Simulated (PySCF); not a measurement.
# C3H11NO2Si: the cost of one run

Programs: PySCF 2.14.0, with routines of our own; each step states its level. All values are computed. Atoms count from 0.

## 1. The system as given

18 atoms, charge 0, multiplicity 1; geometry from: GFN2-xTB.

## 2. Magnetic properties: GIAO B3LYP/pcSseg-1

Job settings and geometry (Å):

```
{"job": {"kind": "mag", "xc": "B3LYP", "basis": "pcSseg-1", "isotopologues": 2}, "charge": 0, "multiplicity": 1}
C      2.766855    -0.943865    -0.305937
O      1.389590    -0.774576    -0.170270
Si     0.521277     0.420277    -0.854135
O      1.034522     1.921752    -0.485572
N     -1.033306     0.141866    -0.189410
C     -2.060905     1.131312    -0.389111
C     -1.574853    -1.184440    -0.019910
H      3.108675    -1.600852     0.494993
H      2.999577    -1.402412    -1.270114
H      3.291805     0.011855    -0.240384
H      0.682183     0.465510    -2.306269
H      1.012100     2.224057     0.419601
H     -2.730789     1.152873     0.475330
H     -1.604215     2.109018    -0.510630
H     -2.662977     0.918766    -1.281111
H     -2.225699    -1.205697     0.858744
H     -0.758602    -1.884002     0.124240
H     -2.163995    -1.495125    -0.891231
```

Level: GIAO B3LYP/pcSseg-1 magnetisability, rotational g tensor and spin-rotation constants, non-relativistic, gas phase.

Command:

```
> OMP_NUM_THREADS=1 python excited_run.py task.json out
```

The driver reads the jobs from task.json and runs them one after another.

Q: Estimate the wall time and peak memory of this first job on 1 thread of Arm Neoverse V2, shared host.

About 26 s, with a peak of 0.87 GiB.
